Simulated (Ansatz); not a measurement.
# LiHf4O3: the cost of one run

Method: DFT PBE, scalar-relativistic, plane waves, PAW, unless a step names another level, in Ansatz 0.2.0.

3 further runs of the same task are left out: 2 that didn't finish, 1 set aside as unsound or not needed. Runs told in other sessions of the task aren't counted.

## (1) The system as given

It takes space group I4/mmm (No. 139, tetragonal). Conventional cell: a = 3.135 Å, b = 3.135 Å, c = 22.289 Å, α = 90.00°, β = 90.00°, γ = 90.00°. Li (site symmetry 4/mmm) is surrounded by 6 O at 1.92 to 2.22 Å. Around Hf (site symmetry 4mm) lie 5 O at 2.14 to 2.23 Å. Hf (site symmetry 4mm) has 1 O at 2.51 Å in its first shell of neighbours. O (site symmetry 4mm) is surrounded by 1 Li at 1.92 Å and 5 Hf at 2.23 to 2.51 Å. O (site symmetry 4/mmm) is surrounded by 2 Hf at 2.14 Å and 4 Li at 2.22 Å.

As a file:

```xyz
8
Lattice="-1.5676 1.5676 11.1446 1.5676 -1.5676 11.1446 1.5676 1.5676 -11.1446" Properties=species:S:1:pos:R:3 pbc="T T T"
Li    0.0000    0.0000    0.0000
Hf    0.0000    0.0000    9.0031
Hf    0.0000    0.0000   13.2862
Hf    0.0000    0.0000    4.4283
Hf    0.0000    0.0000   17.8610
O     0.0000    0.0000   20.3685
O     0.0000    0.0000   11.1446
O     0.0000    0.0000    1.9208
```

It came out lowest among 20 distinct ends of the trial cells. At a tolerance of 0.05 Å it has space group I4/mmm (No. 139).

## (2) Static run: bands, density of states and charges

The input, input.yaml:

```yaml
crystal:
  lattice:
    - [-1.5676043059, 1.5676043059, 11.1446208164]
    - [1.5676043059, -1.5676043059, 11.1446208164]
    - [1.5676043059, 1.5676043059, -11.1446208164]
  atoms:
    - { symbol: Li, position: [0.0, 0.0, 0.0] }
    - { symbol: Hf, position: [0.4039205467, 0.4039205467, 0.0] }
    - { symbol: Hf, position: [0.5960794533, 0.5960794533, 0.0] }
    - { symbol: Hf, position: [0.1986736714, 0.1986736714, 0.0] }
    - { symbol: Hf, position: [0.8013263286, 0.8013263286, 0.0] }
    - { symbol: O, position: [0.9138257467, 0.9138257467, 0.0] }
    - { symbol: O, position: [0.5, 0.5, 0.0] }
    - { symbol: O, position: [0.0861742533, 0.0861742533, 0.0] }
basis:
  ecutwfc: 420
kpoints:
  mp_grid: { grid: [14, 14, 14] }
  band_path:
    path:
      - [[0.0, 0.0, 0.0], [0.0, 0.0, 0.5], [0.25, 0.25, 0.25], [0.0, 0.5, 0.0], [0.0, 0.0, 0.0], [0.5, 0.5, -0.5], [0.25494632, 0.74505368, -0.25494632]]
      - [[-0.25494632, 0.25494632, 0.25494632], [0.0, 0.0, 0.0]]
      - [[0.0, 0.0, 0.5], [-0.00989264, 0.00989264, 0.5]]
      - [[0.5, 0.5, -0.00989264], [0.5, 0.5, -0.5]]
    npoints: 14
hamiltonian:
  xc: pbe
scf:
  occupations: { method: gaussian, width: 0.1 }
  n_extra_bands: 20
output:
  forces: true
  stress: true
  eigenvalues: true
  populations: true
  dos: { projected: true, de: 0.02, nscf_kmesh: { grid: [17, 17, 17] } }
  bader: true
  write_density: true
  write_potential: true
  elf: true
  volumetric_format: npy
```

Run with:

```sh
$ ansatz run input.yaml --threads 1 --pin off --max-ram 2560MiB --backend cpu --events-out ev --progress --plain --runs-dir out
```

What time and memory should one allow on 1 thread of Intel Xeon Platinum 8488C (Sapphire Rapids), shared host?

About 5.7 min, with a peak of 2.4 GiB.
